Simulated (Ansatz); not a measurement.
**Cd: response to strain**

Cd is deformed so: equal xy, yz and zx engineering shear strains of +2 %. What stress and forces result, by LAPW, PAW and all-electron datasets made for the crystal?

Program: Ansatz 0.2.0. Level of theory: DFT PBEsol, scalar-relativistic. These are calculated values, not measurements.

### 1 Starting point

Symmetry: P6_3/mmc, No. 194, hexagonal system. The conventional cell has a = 2.979 Å, b = 2.979 Å, c = 5.618 Å, α = 90.00°, β = 90.00°, γ = 120.00°. Cd (site symmetry -6m2) is surrounded by 12 Cd at 2.98 to 3.29 Å.

Coordinates:

```cif
data_structure
_symmetry_space_group_name_H-M 'P 1'
_symmetry_Int_Tables_number 1
_cell_length_a 2.9789
_cell_length_b 2.9789
_cell_length_c 5.6177
_cell_angle_alpha 90.000
_cell_angle_beta 90.000
_cell_angle_gamma 120.000
_cell_volume 43.17
loop_
_atom_site_label
_atom_site_type_symbol
_atom_site_fract_x
_atom_site_fract_y
_atom_site_fract_z
_atom_site_occupancy
Cd1 Cd 0.33333 0.66667 0.25000 1
Cd2 Cd 0.66667 0.33333 0.75000 1
```

Atoms are numbered in the order of the input: Cd1, Cd2.

### 2 After the deformation

Space group P6_3/mmc before, P-1 after.

### 3 All-electron LAPW

Contents of input.yaml:

```yaml
crystal:
  lattice:
    - [2.9788725081, 0.0297887251, 0.0297887251]
    - [-1.4636384613, 2.5648849041, 0.0109034301]
    - [0.0561765, 0.0561765, 5.61765]
  atoms:
    - { symbol: Cd, position: [0.3333333333, 0.6666666667, 0.25] }
    - { symbol: Cd, position: [0.6666666667, 0.3333333333, 0.75] }
kpoints:
  mp_grid: { grid: [16, 16, 7] }
  band_path:
    path:
      - [0.0, 0.0, 0.0]
      - [0.0, -0.5, 0.0]
      - [0.0, 0.0, 0.5]
      - [0.0, 0.0, 0.0]
      - [-0.5, 0.0, 0.0]
      - [-0.5, 0.5, -0.5]
      - [0.0, 0.0, 0.0]
      - [-0.5, 0.0, -0.5]
      - [-0.5, 0.5, 0.0]
    npoints: 5
scf:
  occupations: { method: fermi_dirac, width: 0.05 }
hamiltonian:
  xc: pbesol
  pseudopotentials: { kind: all_electron, lapw: { basis_error: 0.001 } }
output:
  forces: true
  stress: true
  eigenvalues: true
```

Launch:

```
> ansatz run input.yaml --threads 1 --pin off --max-ram 3072MiB --backend cpu --events-out ev --progress --plain --runs-dir out
```

### 4 PAW with frozen cores

Contents of input.yaml:

```yaml
crystal:
  lattice:
    - [2.9788725081, 0.0297887251, 0.0297887251]
    - [-1.4636384613, 2.5648849041, 0.0109034301]
    - [0.0561765, 0.0561765, 5.61765]
  atoms:
    - { symbol: Cd, position: [0.3333333333, 0.6666666667, 0.25] }
    - { symbol: Cd, position: [0.6666666667, 0.3333333333, 0.75] }
kpoints:
  mp_grid: { grid: [16, 16, 7] }
scf:
  occupations: { method: fermi_dirac, width: 0.05 }
hamiltonian:
  xc: pbesol
  pseudopotentials: { kind: paw }
output:
  forces: true
  stress: true
  eigenvalues: true
  efg: { contact_densities: true }
```

### 5 Datasets made for this crystal

input.yaml: that of step 4 with these lines changed.

```diff
@@ -14,3 +14,3 @@
   xc: pbesol
-  pseudopotentials: { kind: paw }
+  pseudopotentials: { kind: all_electron, datasets: crystal }
 output:
```

(Steps that only read results are left out.)

Q: Predict the outcome of this session. Wanted: pressure; largest shear or deviatoric stress.

**Answer**, as computed:

```
                                 quantity                                              value
                                 pressure  LAPW -1.44, PAW -1.43, crystal datasets -1.44 GPa
largest shear or deviatoric stress (LAPW)                                           0.55 GPa
```

In words: The largest part of the stress beyond the pressure is 0.55 GPa in size, in the xy component; the atoms are carried along and not relaxed. No run of the undeformed cell stands beside it, so the pressure holds what the given cell had before the change. PAW: stress within 0.01 GPa of LAPW. Crystal datasets: stress within 0.01 GPa of LAPW.
